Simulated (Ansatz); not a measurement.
# CH4CuS: the cost of one run

Program: Ansatz 0.2.0, Gaussian basis. Level of theory: revPBE-D4/6-31G. These are calculated values, not measurements.

103 further runs of the same task are left out: 103 set aside as unsound or not needed.

## (1) Starting geometry

The start, a pair relaxed at PBE0-D4: 7 atoms, charge 1, spin multiplicity 1.

Atoms are counted from 1 here; the program's logs count them from 0.

Bond lengths: Cu1–S3 2.205 Å, C2–S3 1.815 Å, C2–H4 1.086 Å, C2–H5 1.089 Å, C2–H6 1.089 Å, S3–H7 1.348 Å. Angles: S3–C2–H4 111.9°, S3–C2–H5 106.5°, S3–C2–H6 107.1°, H4–C2–H5 110.7°, H4–C2–H6 111.1°, H5–C2–H6 109.4°, Cu1–S3–C2 108.0°, Cu1–S3–H7 98.2°, C2–S3–H7 98.8°.

As a file:

```xyz
7

Cu   -0.36083    2.10601   -1.37375
C    -0.10675   -0.80838    0.06586
S    -0.25990    0.94764    0.50020
H     0.66299   -0.97452   -0.68236
H    -1.08090   -1.12039   -0.30738
H     0.11764   -1.34710    0.98534
H     1.02774    1.19675    0.81209
```

## (2) The run

md/in.yaml reads:

```yaml
crystal:
  periodic: [false, false, false]
  atoms:
    - {symbol: Cu, position_ang: [-0.360825, 2.106014, -1.373754]}
    - {symbol: C, position_ang: [-0.106750, -0.808382, 0.065857]}
    - {symbol: S, position_ang: [-0.259897, 0.947637, 0.500202]}
    - {symbol: H, position_ang: [0.662992, -0.974519, -0.682357]}
    - {symbol: H, position_ang: [-1.080896, -1.120392, -0.307377]}
    - {symbol: H, position_ang: [0.117639, -1.347105, 0.985340]}
    - {symbol: H, position_ang: [1.027736, 1.196746, 0.812090]}
basis:
  gaussian: {orbitals: 6-31G}
total_charge: 1
hamiltonian: {xc: {name: revPBE}, dispersion: d4}
md: {n_steps: 30, timestep: 0.5, temperature: 500, ensemble: nvt_nose_hoover, seed: 52, initial_velocities: maxwell_boltzmann}
```

Started as:

```
$ ansatz run in.yaml --threads 4 --pin off --events-out ev --progress --plain --max-ram 9574MiB
```

**Question.** How long does this run take on 4 threads of AMD EPYC 9R45, shared host?

About 12 s.
